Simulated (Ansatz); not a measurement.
# Sn3BC: one candidate of a structure search, part 2 of 2

Aim: relax a trial structure of Sn3BC and see where it ends.

Ansatz 0.2.0; DFT PBE, scalar-relativistic, plane waves, PAW. The steps go on from the part before.

## (4) Changed: ecutwfc 400 eV

Contents of input.yaml:

```yaml
crystal:
  lattice:
    - [4.6776630267, 0.0, 0.0]
    - [0.0, 4.6776630267, 0.0]
    - [0.0, 0.0, 4.6776630267]
  atoms:
    - { symbol: Sn, position: [0.5, 0.5, 0.0] }
    - { symbol: Sn, position: [0.5, 0.0, 0.5] }
    - { symbol: Sn, position: [0.0, 0.5, 0.5] }
    - { symbol: B, position: [0.0, 0.0, 0.0] }
    - { symbol: C, position: [0.5, 0.5, 0.5] }
basis:
  ecutwfc: "400 eV"
kpoints:
  mp_grid: { grid: [8, 8, 8] }
hamiltonian:
  xc: pbe
scf:
  occupations: { method: gaussian, width: 0.1 }
output:
  forces: true
  eigenvalues: true
  stress: true
```

Run with:

```console
> ansatz run input.yaml --threads 1 --pin off --max-ram 2560MiB --backend cpu --events-out ev --progress --plain --runs-dir out
```

Output (excerpt; [...] marks lines left out):

```text
Warning: basis.ecutwfc = 400 eV is below the records' recommended 420 eV, and the density's cutoff is lower with it unless basis.ecutrho_ratio is high enough to keep the records' density cutoff: compare with a run at a higher cutoff
Warning: RAYON_NUM_THREADS=1 ignored (pool sized by the plan → 1); use --threads N
[...]
Pseudopotentials: kind: paw
Pseudopotential: Sn, paw, valence charge 14, recommended cutoff 420 eV (normal), Sn.paw.azcp
Pseudopotential: B, paw, valence charge 3, recommended cutoff 420 eV (normal), B.paw.azcp
Pseudopotential: C, paw, valence charge 4, recommended cutoff 420 eV (normal), C.paw.azcp
Functional definition: PBE
[...]
Crystal: 5 atoms, lattice volume = 102.350 Å³
Basis set: ecut = 400 eV, 1863 PW (Γ), exchange–correlation on 64×64×64 points (8 copies of the dense FFT grid, shifted against one another)
Bands: 30, of which v1, the nominal top of the filled ones, is band 25 counted from 1 (24 counted from 0)
Symmetry: 48 space group operations
Space group: Pm-3m (ITA 221), of the structure as read, at distance tolerance 4.7e-5 Å
k-points: 35 of 512
[...]
SCF iter   1: F=—  HF=-18471.856819 eV  |F-HF|=—  |Δ(HF+E_count)|=         —  Δρ=1.58e-2  dr2=7.25e-1  ethr=1.77e-3  ⟨swp⟩=6.9  Hψ=4544  notcnv=0
[...]
SCF iter   8: F=-18471.727949 eV  HF=-18471.727949 eV  |F-HF|=3.38e-8  |Δ(HF+E_count)|=   3.87e-8  Δρ=6.36e-6  dr2=7.23e-8  ethr=2.04e-10  ⟨swp⟩=8.9  Hψ=4130  notcnv=0
[...]
SCF converged after 8 iterations
Free energy (F): -18471.727949 eV
[...]
E sigma→0 (E₀):  -18471.719892 eV
Entropy (-TS):   -0.016114 eV (-3.223 meV/atom)
Fermi energy:    9.831338 eV
[...]
--- Forces (eV/Å), atoms counted from 1 ---
  atom   1  Sn     0.00000000     0.00000000    -0.00000000
  atom   2  Sn     0.00000000    -0.00000000    -0.00000000
  atom   3  Sn     0.00000000    -0.00000000    -0.00000000
  atom   4  B     -0.00000000     0.00000000     0.00000000
  atom   5  C      0.00000000     0.00000000     0.00000000
[...]
--- Stress (GPa, compression-positive) ---
        0.001114       0.000000       0.000000
        0.000000       0.001114       0.000000
        0.000000       0.000000       0.001114
  P = ⅓ Tr σ = 0.0011 GPa (0.011 kbar)
--- Band table (eV; the first three rows and the last of 35) ---
[...]
```

Run time: 12 s. Hardware: 1 thread of Arm Neoverse N1, shared host; peak memory 0.37 GiB.

```csv
run,ending,energy change,pressure (GPa),gap (eV),force (eV/Å),cycles,time
step 3,converged,0,0.0,0.00,0.00,-,69 s
variant,converged,+1.3 meV/atom,0.0,0.00,0.00,8,12 s
```

Changing the cutoff moves the energy by +1.3 meV/atom. The lower cutoff gives the higher energy: the smaller basis describes the state less well. The log warns that the cutoff is under what these potentials recommend, so the shift is basis error.

## (5) Results

What follows sums up all 2 parts. Changes of volume or cell count from the first structure of part 1.

```
                              quantity                                                                      value
symmetry at the end (tolerance 0.05 Å)                                                space group Pm-3m (No. 221)
                     conventional cell  a = 4.678 Å, b = 4.678 Å, c = 4.678 Å, α = 90.00°, β = 90.00°, γ = 90.00°
                                volume                                                              20.47 Å³/atom
     energy over the elements, grey Sn                                                              +1.55 eV/atom
                       gap on the mesh                                                               none (metal)
```

**Reading.** The space group Pm-3m (No. 221) is kept, and the volume per atom shrinks by 3.3 % from the first guess. The formation energy is positive, so the separate elements lie lower. No finished test with a distortion of lower symmetry is shown, so the end may be a saddle point.
